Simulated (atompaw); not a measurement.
# Cu: the cost of one run

Program: atompaw 4.2.0.5. Reference atom: LDA (PW92), scalar-relativistic, spherical and spin-unpolarised. All values are calculated.

### 1 The design

The settings as typed:

* element: copper (Cu, Z = 29)
* type: PAW
* frozen core: [Ar]
* valence charge: 11
* reference configuration: 3d10 4s1 4p0
* partial waves: 4s (bound): rc 2.50 bohr; 4s channel at 0.1 Ry: rc 2.50 bohr; 4p (bound, empty): rc 2.50 bohr; 4p channel at 0.35 Ry: rc 2.30 bohr; 3d (bound): rc 0.85 bohr; 3d channel at 4.5 Ry: rc 0.85 bohr
* local potential: ultrasoft scheme with l = 3 at -0.5 Ry, radius 2.15 bohr
* core correction: smooth core density matched at 2.15 bohr
* augmentation charge: sinc compensation charge, radius 2.45 bohr; PAW radius 2.50 bohr; waves and projectors: custom polynom vanderbiltortho

The outer shells as boxes (Hund's rule for the drawing; the calculation is spin-unpolarised):

```
[Ar] core
3d [↑↓][↑↓][↑↓][↑↓][↑↓]
4s [↑ ]
4p [  ][  ][  ]
```

An earlier all-electron run gives the scale for the radii.

All-electron outer shells of the reference configuration (LDA (PW92), scalar-relativistic, ld1.x):

```
shell  level (eV)  outermost node (bohr)  outermost maximum (bohr)
   3s     -114.15                   0.29                      0.61
   3p      -72.03                   0.26                      0.62
   3d       -5.32                      –                      0.60
   4s       -4.86                   0.89                      2.24
   4p       -0.78                   0.98                      3.52
```

### 2 Generating the potential

The input, Cu.input:

```
Cu 29
LDA-PW scalarrelativistic loggrid 1500 logderivrange -2 5 176
4 4 3 0 0 0
4 0 1
4 1 0
0 0 0
c
c
c
v
c
c
v
v
2
2.50 2.45 2.15 2.15
y
0.1
n
y
0.35
n
y
4.5
n
custom polynom vanderbiltortho sinc
3 -0.5 ultrasoft
2.50
2.50
2.50
2.30
0.85
0.85
PWSCFOUT
UPFDX 0.0125d0 UPFXMIN -7.d0 UPFZMESH 29.d0
END
```

Started as:

```console
$ atompaw < Cu.input > Cu.log
```

**Question.** How long does this run take on 1 thread of Intel Xeon Platinum 8175M at 2.50GHz, shared host?

About 16 s.
